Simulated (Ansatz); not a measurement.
# As2H3 (doublet): wave-function methods side by side at distance As1–As2 = 2.191 Å, cc-pVDZ

The task here is to estimate one member of a computed series from the others.

Program: Ansatz 0.2.0, Gaussian basis. Level of theory: cc-pVDZ, core rule «outside noble gas», up to 28 orbitals frozen. These are calculated values, not measurements.

The runs, in order: UHF; CCSD(T) on ROHF; CCSD(T) on UHF; BCCD(T) on ROHF; CISD; CCSDT(Q) on ROHF; CCSDT(Q) on UHF; CASSCF and MRCISD+Q, 3 electrons in 3 orbitals; CASSCF and NEVPT2, 3 electrons in 3 orbitals.

34 further runs of the same task are left out: 5 for a known fault of the program, 22 that didn't finish, 7 set aside as unsound or not needed.

## What is computed

The geometry derives from a PBE0/def2-TZVP stationary point (not a proven minimum). One bond is set to the value named and the two fragments are kept rigid. No spin-orbit coupling is included. The filled d shell of As may be among the frozen orbitals whatever the setting's name suggests; the logs give the count.

5 atoms, charge 0, spin multiplicity 2.

Atoms are counted from 1 here; the program's logs count them from 0.

Bond lengths: As1–As2 2.191 Å, As1–H3 1.524 Å, As1–H4 1.522 Å, As2–H5 1.528 Å. Angles: As2–As1–H3 95.2°, As2–As1–H4 93.7°, H3–As1–H4 92.9°, As1–As2–H5 90.7°.

Coordinates:

```
atom    x (Å)    y (Å)    z (Å)
 As1   0.0418   0.0252   1.0858
 As2  -0.0174  -0.0369  -1.1035
  H3  -1.2986   0.7329   1.2394
  H4  -0.5820  -1.3546   1.2389
  H5   0.0670   1.4879  -1.1664
```

Set-up of the first run:

The input, in.yaml:

```yaml
crystal:
  periodic: [false, false, false]
  atoms:
    - {symbol: As, position_ang: [0.041840, 0.025199, 1.085835]}
    - {symbol: As, position_ang: [-0.017440, -0.036852, -1.103484]}
    - {symbol: H, position_ang: [-1.298633, 0.732892, 1.239440]}
    - {symbol: H, position_ang: [-0.582044, -1.354598, 1.238867]}
    - {symbol: H, position_ang: [0.067021, 1.487901, -1.166387]}
basis:
  gaussian: {orbitals: cc-pVDZ}
magnetization: {spin_polarized: true, initial_magnetization: 1}
hamiltonian: {xc: hf}
output: {orbitals: {seedname: orbitals}}
```

Launch:

```bash
$ ansatz run in.yaml --threads 1 --pin off --events-out ev --progress --plain --max-ram 2393MiB
```

Steps of the session up to this table: UHF; CCSD(T) on ROHF; CCSD(T) on UHF; BCCD(T) on ROHF; CISD; CCSDT(Q) on ROHF; CCSDT(Q) on UHF; CASSCF and MRCISD+Q, 3 electrons in 3 orbitals; CASSCF and NEVPT2, 3 electrons in 3 orbitals.

One table of the session follows, with a row left open; its other results are not shown here.

| method | from UCCSDT(Q) (kJ/mol) |
| --- | --- |
| ROHF | +671.0 |
| UHF | +660.3 |
| RMP2 | +122.0 |
| UMP2 | +123.1 |
| CISD | +82.2 |
| RCCSD | +22.3 |
| UCCSD | ? |
| RCCSD(T) | +3.9 |
| UCCSD(T) | +3.7 |
| BCCD(T) | +3.8 |
| RCCSDT | +1.3 |
| UCCSDT | +1.0 |
| RCCSDT(Q) | +0.3 |
| UCCSDT(Q) | 0 |
| CASSCF pair | +628.2 |
| NEVPT2 pair | +121.9 |
| MRCISD pair | +72.9 |
| MRCISD+Q pair | +7.5 |

**Question.** Estimate the row for UCCSD.

**Answer.** from UCCSDT(Q) (kJ/mol): +21.9. In the column «from UCCSDT(Q) (kJ/mol)» it lies between MRCISD+Q pair (+7.5) and RCCSD (+22.3).

Among the levels timed on like hardware and quicker than the yardstick, those that no quicker one beats, quickest first: BCCD(T) (5.5 s, +3.8 kJ/mol); UCCSD(T) (14 s, +3.7 kJ/mol).

Caveats from the session: Of the multireference levels listed MRCISD+Q pair comes nearest in total energy (+7.5 kJ/mol), which doesn't show that its space is the better one. Restricted and unrestricted rows rest on different reference determinants; where their highest levels disagree by more than a few hundredths of an eV, they describe different states and don't form one ladder.
